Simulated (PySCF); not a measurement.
# C2H7BF2Si: the cost of one run

Computed with PySCF 2.14.0, with density-fitted response routines of our own, on a single molecule in the gas phase. Atoms count from 0, in the outputs and in this text.

### 1 Starting geometry

13 atoms, charge 0, multiplicity 1; geometry from: PBE0-D3(BJ)/def2-SVP.

Bonds of the start (Å): C0–C1 1.53, C1–Si2 1.90, C1–B3 1.55, B3–F4 1.32, B3–F5 1.32, C0–H6 1.10, C0–H7 1.10, C0–H8 1.10, C1–H9 1.11, Si2–H10 1.49, Si2–H11 1.50, Si2–H12 1.49.

### 2 NMR shieldings: HF/pcSseg-1

The job: settings as JSON, then the geometry in Å.

```
{"job": {"kind": "nmr", "xc": "HF", "basis": "pcSseg-1", "pop": false}, "charge": 0, "multiplicity": 1}
C     -0.977437    -1.124883    -0.553439
C     -0.522801     0.175015     0.116742
Si     1.149649    -0.044193     0.996348
B     -0.389887     1.383050    -0.848028
F     -0.387927     2.631568    -0.409166
F     -0.238798     1.225610    -2.153456
H     -0.281416    -1.427217    -1.350878
H     -1.969558    -1.013663    -1.018118
H     -1.041362    -1.957152     0.164327
H     -1.205911     0.475857     0.932157
H      1.051523    -1.183306     1.959077
H      2.214488    -0.354086    -0.006894
H      1.523609     1.199843     1.732433
```

Level: GIAO HF/pcSseg-1 NMR shielding, non-relativistic, gas phase.

Launch:

```
OMP_NUM_THREADS=1 python probes_run.py task.json out
```

The driver reads the jobs from task.json and runs them one after another.

Q: Estimate the wall time and peak memory of this first job on 1 thread of Arm Neoverse V1, shared host.

About 5.5 s, with a peak of 0.76 GiB.
